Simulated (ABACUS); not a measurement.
NiMoIrPdW:

```
Ir W Pd Mo Ni
1.0
     2.76078    0.00000    0.00000
    -1.38039    2.39090    0.00000
     0.00000    0.00000   11.34051
Ir W Pd Mo Ni
1 1 1 1 1
Direct
  0.00000 0.00000 0.10604
  0.66667 0.33333 0.52921
  0.66667 0.33333 0.89901
  0.66667 0.33333 0.29425
  0.00000 0.00000 0.70917
```

The cell was built by a generator and needn't be a form met in nature.

Base run:

```yaml
Program: ABACUS 3.10.1
Functional: BLYP
Dispersion: D3
Potentials_or_basis: PseudoDojo NC SR 0.4.1 PBE standard
Cutoff: 1361 eV
Density_cutoff: 5442 eV
Basis: DZP LCAO (the cutoffs set its grid)
k_mesh: 11 × 11 × 3
Occupations: fermi-dirac, width 0.05 eV
Spin: collinear spin, ferromagnetic start
Starting_moments: "[0.6, 0.0, 0.0, 1.0, 1.0] μB"
```

Its results: band gap on the k mesh none (metal or under the smearing width); pressure -2.7 GPa; net moment 0.00 μB per cell; largest force 0.459 eV/Å.

Question: After a change of settings the same cell gave: band gap on the k mesh none (metal or under the smearing width); pressure 11.1 GPa; net moment 0.00 μB per cell; largest force 0.628 eV/Å. Which change was it?
A. dispersion from D3 to none
B. dispersion from D3 to D3(BJ)+ABC
C. dispersion from D3 to D2
D. dispersion from D3 to D3(BJ)

Answer: A.

Dispersion adds attraction, which lowers the pressure at fixed volume and, as a term added to the energy, leaves the levels alone.

Caveats: the atomic orbitals were generated for these runs and aren't a published set; this set's palladium file may shift the pressure by some GPa; the potentials were made for another functional, which shifts forces and pressure; the basis of atomic orbitals isn't converged, which shifts pressures, moduli and gaps; pairwise dispersion overbinds metals, which lowers pressure and volume (some runs).

Not every run made on this cell is shown here.
